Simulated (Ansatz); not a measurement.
**AlNi: a strain scan**

This session takes AlNi and sets out to strain the cell along the Voigt pattern (1, 0, 0, 0, 0, 0).

Program: Ansatz 0.2.0. Level of theory: DFT PBEsol, scalar-relativistic, plane waves, PAW. These are calculated values, not measurements.

## (1) Starting point

The structure is orthorhombic, space group Cmmm (No. 65). The conventional cell has a = 3.877 Å, b = 3.906 Å, c = 3.099 Å, α = 90.00°, β = 90.00°, γ = 90.00°. Al (site symmetry mmm) is surrounded by 8 Ni at 2.48 to 2.49 Å and 4 Al at 2.75 Å. Ni (site symmetry mmm) is surrounded by 8 Al at 2.48 to 2.49 Å and 4 Ni at 2.75 Å.

Structure file:

```
Al Ni
1.0
     1.93869   -1.95319    0.00000
     1.93869    1.95319    0.00000
     0.00000    0.00000    3.09943
Al Ni
1 1
Direct
  0.00000 0.00000 0.00000
  0.50000 0.50000 0.50000
```

It goes back to an entry of the Materials Project, which need not be the stable form.

No relaxation comes first: the listed cell is the starting point.

## (2) The reference cell

The reference gives a free energy of -6330.8259 eV, pressure 0.43 GPa, largest force 0.000 eV/Å and gap on the mesh none (metal). It was computed beforehand with the settings of the runs below.

## (3) The scan: a strain scan

The cell is strained by ε times the Voigt pattern (1, 0, 0, 0, 0, 0) (xx, yy, zz, yz, xz, xy; engineering shear), with fractional coordinates fixed (clamped ions). The stress on the pattern is the sum of the stress components weighted by it, tension positive.

## (4) Point ε = -0.0200

The input, input.yaml:

```yaml
crystal:
  lattice:
    - [1.89992012, -1.95319015, 0.0]
    - [1.89992012, 1.95319015, 0.0]
    - [0.0, 0.0, 3.0994300413]
  atoms:
    - { symbol: Al, position: [0.0, 0.0, 0.0] }
    - { symbol: Ni, position: [0.5, 0.5, 0.5] }
basis:
  ecutwfc: 420
kpoints:
  mp_grid: { grid: [18, 18, 16] }
hamiltonian:
  xc: pbesol
scf:
  occupations: { method: gaussian, width: 0.15 }
output:
  forces: true
  stress: true
  eigenvalues: true
```

Started as:

```console
$ ansatz run input.yaml --threads 1 --pin off --max-ram 2560MiB --backend cpu --events-out ev --progress --plain --runs-dir out
```

## (5) At ε = 0.0150

input.yaml, as its differences from that of step 4:

```diff
@@ -2,4 +2,4 @@
   lattice:
-    - [1.89992012, -1.95319015, 0.0]
-    - [1.89992012, 1.95319015, 0.0]
+    - [1.96777441, -1.95319015, 0.0]
+    - [1.96777441, 1.95319015, 0.0]
     - [0.0, 0.0, 3.0994300413]
```

## (6) At ε = -0.0100

input.yaml, as its differences from that of step 5:

```diff
@@ -2,4 +2,4 @@
   lattice:
-    - [1.96777441, -1.95319015, 0.0]
-    - [1.96777441, 1.95319015, 0.0]
+    - [1.91930706, -1.95319015, 0.0]
+    - [1.91930706, 1.95319015, 0.0]
     - [0.0, 0.0, 3.0994300413]
```

## (7) Point ε = 0.0050

input.yaml, as its differences from that of step 6:

```diff
@@ -2,4 +2,4 @@
   lattice:
-    - [1.91930706, -1.95319015, 0.0]
-    - [1.91930706, 1.95319015, 0.0]
+    - [1.94838747, -1.95319015, 0.0]
+    - [1.94838747, 1.95319015, 0.0]
     - [0.0, 0.0, 3.0994300413]
```

## (8) At ε = 0.0200

input.yaml, as its differences from that of step 7:

```diff
@@ -2,4 +2,4 @@
   lattice:
-    - [1.94838747, -1.95319015, 0.0]
-    - [1.94838747, 1.95319015, 0.0]
+    - [1.97746788, -1.95319015, 0.0]
+    - [1.97746788, 1.95319015, 0.0]
     - [0.0, 0.0, 3.0994300413]
@@ -20 +20,5 @@
   eigenvalues: true
+  write_density: true
+  write_potential: true
+  elf: true
+  volumetric_format: npy
```

## (9) At ε = -0.0150

input.yaml, as its differences from that of step 8:

```diff
@@ -2,4 +2,4 @@
   lattice:
-    - [1.97746788, -1.95319015, 0.0]
-    - [1.97746788, 1.95319015, 0.0]
+    - [1.90961359, -1.95319015, 0.0]
+    - [1.90961359, 1.95319015, 0.0]
     - [0.0, 0.0, 3.0994300413]
```

## (10) At ε = 0.0100

input.yaml, as its differences from that of step 9:

```diff
@@ -2,4 +2,4 @@
   lattice:
-    - [1.90961359, -1.95319015, 0.0]
-    - [1.90961359, 1.95319015, 0.0]
+    - [1.95808094, -1.95319015, 0.0]
+    - [1.95808094, 1.95319015, 0.0]
     - [0.0, 0.0, 3.0994300413]
@@ -20,5 +20 @@
   eigenvalues: true
-  write_density: true
-  write_potential: true
-  elf: true
-  volumetric_format: npy
```

## (11) At ε = -0.0050

input.yaml, as its differences from that of step 10:

```diff
@@ -2,4 +2,4 @@
   lattice:
-    - [1.95808094, -1.95319015, 0.0]
-    - [1.95808094, 1.95319015, 0.0]
+    - [1.92900053, -1.95319015, 0.0]
+    - [1.92900053, 1.95319015, 0.0]
     - [0.0, 0.0, 3.0994300413]
```

## (12) Point ε = 0.0175

input.yaml, as its differences from that of step 11:

```diff
@@ -2,4 +2,4 @@
   lattice:
-    - [1.92900053, -1.95319015, 0.0]
-    - [1.92900053, 1.95319015, 0.0]
+    - [1.972621145, -1.95319015, 0.0]
+    - [1.972621145, 1.95319015, 0.0]
     - [0.0, 0.0, 3.0994300413]
```

(Steps that only read results are left out.)

**Question.** What will these runs give? Wanted: slope of the stress at ε = 0, over ±0.0050.

The runs gave:

| quantity | value |
| --- | --- |
| slope of the stress at ε = 0, over ±0.0050 | 300 GPa |

What this shows: The slope of the stress at zero strain, 300 GPa, estimates C11 with clamped ions in this Cartesian frame; letting the atoms relax could not make it stiffer. The undisturbed cell is not the lowest point: the energy is 1.4 meV/atom lower at ε = 0.0100; the cell was taken as given and not relaxed at this level. Compression costs more than tension: 9.5 against -0.7 meV/atom at the ends. Spin polarisation is off in the runs that give these values; a magnetic solution could lie lower.
